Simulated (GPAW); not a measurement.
Te2Os:

```xyz
3
Lattice="0.0000 3.3555 3.3555 3.3555 0.0000 3.3555 3.3555 3.3555 0.0000" Properties=species:S:1:pos:R:3 pbc="T T T"
Os    0.0000    0.0000    0.0000
Te    1.6777    1.6777    1.6777
Te    5.0332    5.0332    5.0332
```

The cell comes from a database or a generator and needn't be the stable form of this composition.

Base run:

```yaml
Program: GPAW 26.7.0
Functional: PBEsol
Potentials_or_basis: PAW data sets generated in the run's folder for this functional
Cutoff: 600 eV
Basis: pw
k_mesh: 7 × 7 × 7
Occupations: fermi-dirac, width 0.05 eV
Spin: no spin polarisation
```

Its results: pressure -12.6 GPa.

Problem. The run is repeated on the same cell with these changes: functional from PBEsol to BLYP. What comes out?

Solution. Pressure -1.9 GPa.

BLYP binds less tightly than PBEsol, so the same cell stands under more pressure.
